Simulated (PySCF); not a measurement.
**C6H13NSi2: NMR shifts in solvents**

Aim: compute the NMR shifts of C6H13NSi2 (`[SiH3]C#C[SiH2]N1CCCC1`), and see what a dielectric continuum does where one was used.

The runs use PySCF 2.14.0, with density-fitted response routines of our own; the level of theory stands in each step. All values are computed, except where a source is named. Atoms are numbered from 0 throughout.

**1. The molecule as given**

22 atoms, charge 0, multiplicity 1; geometry from: GFN2-xTB.

Bonds of the start (Å): Si0–C1 1.85, C1–C2 1.21, C2–Si3 1.85, Si3–N4 1.72, N4–C5 1.44, C5–C6 1.54, C6–C7 1.54, C7–C8 1.54, C8–N4 1.45, Si0–H9 1.47, Si0–H10 1.47, Si0–H11 1.47, Si3–H12 1.47, Si3–H13 1.48, C5–H14 1.09, C5–H15 1.10, C6–H16 1.09, C6–H17 1.09, C7–H18 1.09, C7–H19 1.09, C8–H20 1.09, C8–H21 1.10.

**2. Optimising the geometry at PBE0-D3(BJ)/def2-SVP**

The job: settings as JSON, then the geometry in Å.

```
{"job": {"xc": "PBE0", "basis": "def2-SVP", "d3": "d3bj", "grid": 1, "kind": "geom"}, "charge": 0, "multiplicity": 1}
Si     4.508534    -0.915595    -1.032823
C      2.966807    -0.623450    -0.058177
C      1.954384    -0.419613     0.573310
Si     0.404772    -0.148236     1.547880
N     -0.616596     0.749217     0.494484
C     -1.912756     1.225924     0.917210
C     -2.929108     0.276831     0.257172
C     -2.176234    -0.280978    -0.964376
C     -0.803533     0.410693    -0.898480
H      5.639189    -0.999501    -0.104088
H      4.692824     0.199843    -1.966226
H      4.357789    -2.173792    -1.771223
H      0.623801     0.720179     2.709088
H     -0.074146    -1.477081     1.983893
H     -1.994762     1.248718     2.002566
H     -2.055413     2.245476     0.535104
H     -3.196493    -0.525450     0.944285
H     -3.840067     0.802977    -0.022807
H     -2.688541    -0.063888    -1.900084
H     -2.054813    -1.360788    -0.882170
H      0.010215    -0.211278    -1.266208
H     -0.826262     1.339176    -1.484541
```

Log:

```text
step   0  E = -869.18279596  max force = 0.027395
step   1  E = -869.18615110  max force = 0.004334
step   2  E = -869.18647352  max force = 0.002294
step   3  E = -869.18655651  max force = 0.000839
step   4  E = -869.18657627  max force = 0.000888
step   5  E = -869.18659413  max force = 0.001377
step   6  E = -869.18659393  max force = 0.001153
step   7  E = -869.18660643  max force = 0.000941
step   8  E = -869.18662726  max force = 0.000519
step   9  E = -869.18664835  max force = 0.000878
step  10  E = -869.18668090  max force = 0.000798
step  11  E = -869.18672745  max force = 0.000501
step  12  E = -869.18680406  max force = 0.000787
step  13  E = -869.18681408  max force = 0.000672
step  14  E = -869.18686549  max force = 0.001071
step  15  E = -869.18695254  max force = 0.002090
step  16  E = -869.18702306  max force = 0.001283
step  17  E = -869.18708600  max force = 0.001671
step  18  E = -869.18713455  max force = 0.002364
step  19  E = -869.18739513  max force = 0.004906
step  20  E = -869.18755691  max force = 0.008989
step  21  E = -869.18806895  max force = 0.006869
step  22  E = -869.18890876  max force = 0.003844
step  23  E = -869.18920778  max force = 0.002687
step  24  E = -869.18944596  max force = 0.001647
step  25  E = -869.18961667  max force = 0.001309
step  26  E = -869.18965282  max force = 0.000926
step  27  E = -869.18969072  max force = 0.000597
step  28  E = -869.18971970  max force = 0.000614
step  29  E = -869.18976346  max force = 0.000674
step  30  E = -869.18979803  max force = 0.000475
step  31  E = -869.18981732  max force = 0.000208
step  32  E = -869.18982559  max force = 0.000174
optimisation converged
```

It took 12 min on 1 thread, shared host.

Along the way:

```
step  energy from step 0 (eV)  largest force component (eV/Å)
   0                   0.0000                          1.4087
   1                  -0.0913                          0.2229
   2                  -0.1001                          0.1180
   3                  -0.1023                          0.0431
   4                  -0.1029                          0.0457
   5                  -0.1034                          0.0708
   6                  -0.1033                          0.0593
   7                  -0.1037                          0.0484
   8                  -0.1043                          0.0267
   9                  -0.1048                          0.0451
  10                  -0.1057                          0.0410
  11                  -0.1070                          0.0258
  12                  -0.1091                          0.0405
  13                  -0.1093                          0.0346
  14                  -0.1107                          0.0551
  15                  -0.1131                          0.1075
  16                  -0.1150                          0.0660
  17                  -0.1167                          0.0859
  18                  -0.1181                          0.1216
  19                  -0.1251                          0.2523
  20                  -0.1296                          0.4622
  21                  -0.1435                          0.3532
  22                  -0.1663                          0.1977
  23                  -0.1745                          0.1382
  24                  -0.1810                          0.0847
  25                  -0.1856                          0.0673
  26                  -0.1866                          0.0476
  27                  -0.1876                          0.0307
  28                  -0.1884                          0.0316
  29                  -0.1896                          0.0347
  30                  -0.1905                          0.0244
  31                  -0.1911                          0.0107
  32                  -0.1913                          0.0089
```

Distances of close pairs at the start and the end, largest changes first:

```
   bond  before (Å)  after (Å)  change (Å)
 Si0–H9       1.466      1.492      +0.026
Si0–H10       1.466      1.492      +0.026
Si0–H11       1.467      1.492      +0.025
Si3–H12       1.466      1.491      +0.024
  C1–C2       1.211      1.226      +0.015
 Si0–C1       1.847      1.833      -0.014
 C8–H20       1.088      1.101      +0.013
 C5–H14       1.089      1.101      +0.013
```

The next job starts from the end point, and lists it.

```
                         at the end point                value
  point group (found at 0.08 Å tolerance)                   C1
rotational constants (GHz, main isotopes)  2.501, 0.422, 0.402
                        dipole moment (D)                 1.40
```

**3. Shielding tensors: PBE0/pcSseg-1 in acetone**

The job: settings as JSON, then the geometry in Å.

```
{"job": {"kind": "nmr", "xc": "PBE0", "basis": "pcSseg-1", "solvent": "acetone", "pop": true}, "charge": 0, "multiplicity": 1}
Si     4.634107     0.010084    -0.302217
C      2.975111    -0.338255     0.394463
C      1.864935    -0.566408     0.861132
Si     0.157496    -0.864731     1.509305
N     -1.087318    -0.243144     0.492460
C     -1.460543     1.154562     0.403913
C     -2.868116     1.114514    -0.206259
C     -2.914451    -0.213727    -0.991250
C     -1.549697    -0.872155    -0.728993
H      5.639595     0.065308     0.798691
H      4.610464     1.320970    -1.015036
H      5.013508    -1.066227    -1.263461
H      0.064753    -0.186276     2.833638
H     -0.022139    -2.340111     1.624897
H     -1.429823     1.636967     1.393567
H     -0.773090     1.720781    -0.258726
H     -3.624841     1.114648     0.591668
H     -3.061903     1.991843    -0.840377
H     -3.085739    -0.063737    -2.067165
H     -3.727789    -0.853544    -0.619694
H     -1.611312    -1.965658    -0.612415
H     -0.862750    -0.671765    -1.577270
```

Method: GIAO PBE0/pcSseg-1 NMR shielding, non-relativistic, IEF-PCM acetone.

Log:

```text
coarse grid: 18888 points
cycle   1  E = -869.4009467654  dE =  7.814e-01  |g| = 4.595e-01  |ddm| = 4.300e+00
cycle   2  E = -869.3878996388  dE =  1.305e-02  |g| = 5.217e-01  |ddm| = 9.873e-01
cycle   3  E = -869.4543687999  dE = -6.647e-02  |g| = 7.879e-02  |ddm| = 5.466e-01
cycle   4  E = -869.4553944407  dE = -1.026e-03  |g| = 3.441e-02  |ddm| = 8.931e-02
cycle   5  E = -869.4556670083  dE = -2.726e-04  |g| = 7.410e-03  |ddm| = 3.834e-02
cycle   6  E = -869.4556756734  dE = -8.665e-06  |g| = 3.839e-03  |ddm| = 7.563e-03
cycle   7  E = -869.4556793750  dE = -3.702e-06  |g| = 7.722e-04  |ddm| = 3.029e-03
final grid: 171928 points
cycle   8  E = -869.5090872921  dE = -3.381e-05  |g| = 8.188e-03  |ddm| = 3.505e-02
cycle   9  E = -869.5090762314  dE =  1.106e-05  |g| = 1.065e-02  |ddm| = 1.717e-02
cycle  10  E = -869.5091044852  dE = -2.825e-05  |g| = 1.487e-03  |ddm| = 9.555e-03
cycle  11  E = -869.5091049458  dE = -4.605e-07  |g| = 5.464e-04  |ddm| = 1.357e-03
cycle  12  E = -869.5091050147  dE = -6.895e-08  |g| = 1.646e-04  |ddm| = 4.604e-04
cycle  13  E = -869.5091050207  dE = -5.993e-09  |g| = 4.183e-05  |ddm| = 1.507e-04
cycle  14  E = -869.5091050211  dE = -3.727e-10  |g| = 8.291e-06  |ddm| = 5.006e-05
converged SCF energy = -869.5091050211

GIAO shielding tensors (ppm)
atom      isotropic    diamagn.    paramagn.     s11        s22        s33       span
  0 Si     448.947     881.784    -432.838    441.931    442.634    462.275     20.344
  1 C       74.673     265.269    -190.595    -17.639    -14.537    256.196    273.834
  2 C       62.248     266.189    -203.941    -39.755    -37.191    263.690    303.445
  3 Si     417.284     882.998    -465.714    372.701    394.947    484.204    111.503
  4 N      215.183     329.780    -114.597    174.348    223.568    247.633     73.285
  5 C      133.820     245.100    -111.280    103.147    128.610    169.702     66.555
  6 C      157.898     249.817     -91.919    130.034    167.819    175.840     45.805
  7 C      158.341     250.181     -91.840    129.525    169.422    176.076     46.551
  8 C      134.193     245.024    -110.831    103.119    128.913    170.547     67.428
  9 H       27.094      26.871       0.223     23.640     25.446     32.195      8.556
 10 H       27.058      29.229      -2.171     23.553     25.882     31.740      8.187
 11 H       27.088      28.163      -1.074     23.673     25.605     31.987      8.315
 12 H       26.519      29.986      -3.467     22.564     25.624     31.367      8.802
 13 H       26.533      29.948      -3.415     22.592     25.613     31.394      8.802
 14 H       28.112      30.823      -2.711     23.143     27.272     33.920     10.778
 15 H       28.558      32.659      -4.101     22.170     28.443     35.059     12.889
 16 H       29.558      28.762       0.796     24.225     27.373     37.075     12.850
 17 H       29.589      28.934       0.655     24.779     26.997     36.991     12.212
 18 H       29.603      29.122       0.481     24.744     27.093     36.973     12.229
 19 H       29.510      28.644       0.866     24.208     27.291     37.031     12.823
 20 H       28.102      30.758      -2.656     23.098     27.263     33.945     10.847
 21 H       28.525      32.648      -4.123     22.073     28.484     35.016     12.943
```

Run time: 49 s. Hardware: 1 thread, shared host.

The references, computed at this level on geometries of the same kind, shield at (ppm): ¹H TMS 31.24, ¹³C TMS 185.4, ²⁹Si TMS 351.8, ¹⁵N NH3 268.4. Their shielding less the atom's gives the shift. The references are single molecules in the same continuum, so shifts against H2O, NH3, PH3, H3PO4 or CFCl3 are not on the usual liquid scales and can be off by tens of ppm. Atoms listed in one row are averaged.

```
             atoms                                       environment  σ (ppm)  δ (ppm)
                C2                                     alkyne carbon     62.2    123.2
                C1                                     alkyne carbon     74.7    110.8
            C5, C8                               sp3 CH2 bonded to N    134.0     51.4
            C6, C7                                 sp3 CH2 in a ring    158.1     27.3
          H12, H13              hydrogen on a silicon bonded to C, N    26.53     4.72
      H9, H10, H11                 hydrogen on a silicon bonded to C    27.08     4.16
H14, H15, H20, H21                hydrogen on an sp3 CH2 bonded to N    28.32     2.92
H16, H17, H18, H19                  hydrogen on an sp3 CH2 in a ring    29.56     1.68
               Si3                       silicon bonded to C, N, 2 H    417.3    -65.5
               Si0                          silicon bonded to C, 3 H    448.9    -97.2
                N4  nitrogen bonded to 2 C, Si, in a 5-membered ring    215.2     53.2
```

The run also stored atomic charges by several schemes (e):

```
 atoms  Mulliken    IAO  Hirshfeld  ESP fit
   Si0      0.51   0.62       0.33     0.42
    C1     -0.35  -0.33      -0.16    -0.26
    C2     -0.26  -0.34      -0.16    -0.12
   Si3      0.78   0.88       0.37     0.27
    N4     -0.81  -0.51      -0.18    -0.22
C5, C8      0.01  -0.15      -0.02    -0.02
C6, C7     -0.24  -0.27      -0.07    -0.12
```

Mayer bond orders: Si0–C1 0.98, C1–C2 2.46, C2–Si3 0.88, Si3–N4 1.00, N4–C5 0.93, C5–C6 1.03, C6–C7 1.03, C7–C8 1.03, C8–N4 0.93.

Ring of atoms N4, C5, C6, C7, C8: NICS(0) -7.5, NICS(1) -4.1, NICS(1)zz -6.0 ppm (means of both faces).

**4. Nuclear shieldings: PBE0/pcSseg-1 in dichloromethane**

The job, as its differences from that of step 3:

```diff
@@ -1,2 +1,2 @@
-{"job": {"kind": "nmr", "xc": "PBE0", "basis": "pcSseg-1", "solvent": "acetone", "pop": true}, "charge": 0, "multiplicity": 1}
+{"job": {"kind": "nmr", "xc": "PBE0", "basis": "pcSseg-1", "solvent": "dichloromethane", "pop": false}, "charge": 0, "multiplicity": 1}
 Si     4.634107     0.010084    -0.302217
```

With the program's defaults for keys left out, this is: GIAO PBE0/pcSseg-1 NMR shielding, non-relativistic, IEF-PCM dichloromethane.

Log:

```text
coarse grid: 18888 points
cycle   1  E = -869.4003377371  dE =  7.820e-01  |g| = 4.604e-01  |ddm| = 4.300e+00
cycle   2  E = -869.3866172875  dE =  1.372e-02  |g| = 5.249e-01  |ddm| = 9.976e-01
cycle   3  E = -869.4539787092  dE = -6.736e-02  |g| = 7.937e-02  |ddm| = 5.528e-01
cycle   4  E = -869.4550186373  dE = -1.040e-03  |g| = 3.474e-02  |ddm| = 9.034e-02
cycle   5  E = -869.4552959997  dE = -2.774e-04  |g| = 7.853e-03  |ddm| = 3.899e-02
cycle   6  E = -869.4553049587  dE = -8.959e-06  |g| = 4.519e-03  |ddm| = 8.150e-03
cycle   7  E = -869.4553101436  dE = -5.185e-06  |g| = 7.503e-04  |ddm| = 3.437e-03
final grid: 171928 points
cycle   8  E = -869.5087200530  dE = -3.374e-05  |g| = 8.229e-03  |ddm| = 3.504e-02
cycle   9  E = -869.5087089585  dE =  1.109e-05  |g| = 1.069e-02  |ddm| = 1.728e-02
cycle  10  E = -869.5087374556  dE = -2.850e-05  |g| = 1.416e-03  |ddm| = 9.637e-03
cycle  11  E = -869.5087378608  dE = -4.052e-07  |g| = 5.499e-04  |ddm| = 1.328e-03
cycle  12  E = -869.5087379303  dE = -6.942e-08  |g| = 1.681e-04  |ddm| = 4.632e-04
cycle  13  E = -869.5087379366  dE = -6.331e-09  |g| = 4.234e-05  |ddm| = 1.520e-04
cycle  14  E = -869.5087379370  dE = -3.834e-10  |g| = 8.383e-06  |ddm| = 5.019e-05
converged SCF energy = -869.5087379370

GIAO shielding tensors (ppm)
atom      isotropic    diamagn.    paramagn.     s11        s22        s33       span
  0 Si     448.949     881.794    -432.846    441.861    442.569    462.416     20.555
  1 C       74.813     265.266    -190.452    -17.398    -14.298    256.136    273.535
  2 C       62.246     266.219    -203.972    -39.748    -37.129    263.616    303.364
  3 Si     417.211     882.984    -465.774    372.840    394.813    483.979    111.139
  4 N      215.125     329.768    -114.643    174.242    223.515    247.618     73.377
  5 C      133.798     245.081    -111.283    103.171    128.565    169.659     66.489
  6 C      157.859     249.787     -91.928    130.017    167.768    175.792     45.775
  7 C      158.298     250.152     -91.854    129.508    169.363    176.024     46.515
  8 C      134.172     245.005    -110.834    103.144    128.869    170.502     67.358
  9 H       27.097      26.885       0.212     23.646     25.449     32.197      8.551
 10 H       27.065      29.248      -2.183     23.562     25.889     31.743      8.181
 11 H       27.093      28.179      -1.085     23.680     25.609     31.990      8.310
 12 H       26.522      29.986      -3.464     22.568     25.627     31.371      8.802
 13 H       26.537      29.948      -3.411     22.596     25.616     31.398      8.802
 14 H       28.125      30.837      -2.712     23.161     27.286     33.928     10.767
 15 H       28.559      32.658      -4.099     22.174     28.444     35.059     12.885
 16 H       29.558      28.759       0.800     24.228     27.375     37.072     12.844
 17 H       29.602      28.947       0.656     24.794     27.016     36.997     12.203
 18 H       29.617      29.135       0.482     24.760     27.111     36.980     12.220
 19 H       29.512      28.643       0.868     24.211     27.295     37.029     12.817
 20 H       28.115      30.772      -2.657     23.116     27.276     33.953     10.837
 21 H       28.526      32.647      -4.121     22.078     28.485     35.016     12.938
```

Run time: 46 s. Hardware: 1 thread, shared host.

This run: δ C2 123.1, C1 110.5, C5 51.3, C6 27.2, H12 4.71, H9 4.16 ppm (means over like atoms).

**5. Comparing the runs: NMR shifts**

Shifts (ppm) of some atoms, chosen among heavy atoms and hydrogens apart, means over like atoms, with basis size and wall time:

```
                             run     C2     C1    C5   H14   H16    Si3    N4  functions  time
        PBE0/pcSseg-1 in acetone  123.2  110.8  51.4  2.92  1.68  -65.5  53.2        232  49 s
PBE0/pcSseg-1 in dichloromethane  123.1  110.5  51.3  2.91  1.67  -65.4  53.1        232  46 s
```

The continuum's effect on the ground state:

```
        solvent      ε  polarisation energy (Eh)  μ (D)
dichloromethane   8.93                   -0.0033   1.63
        acetone  20.49                   -0.0038   1.65
```

**6. What came out**

| quantity | value |
| --- | --- |
| point group | C1 |
| rotational constants (main isotopes) | 2.50, 0.42, 0.40 GHz |
| ¹³C shifts against TMS (PBE0/pcSseg-1, acetone, means over atoms taken as alike) | 123.2, 110.8, 51.4, 27.3 ppm |
| ¹H shifts against TMS (PBE0/pcSseg-1, acetone, means over atoms taken as alike) | 4.72, 4.16, 2.92, 1.68 ppm |
| ²⁹Si shifts against TMS (PBE0/pcSseg-1, acetone) | -65.5, -97.2 ppm |
| ¹⁵N shifts against NH3 (PBE0/pcSseg-1, acetone) | 53.2 ppm |
| range of the shift of C1 | 110.5 to 110.8 ppm |

In words: Relaxing lowered the energy by 0.191 eV in 32 steps; the close pair that moved most is Si0–H9, from 1.466 to 1.492 Å. At PBE0/pcSseg-1: The largest span, 303 ppm, is at C2, where the paramagnetic term is -204 ppm. In ppm, C1 moves most: its shift spreads over 0.3 ppm, from 110.5 (PBE0/pcSseg-1 in dichloromethane) to 110.8 (PBE0/pcSseg-1 in acetone). Part of that comes from the computed reference. The continuum holds electrostatics alone: no hydrogen bonds to the solvent, and the gas-phase geometry is kept.
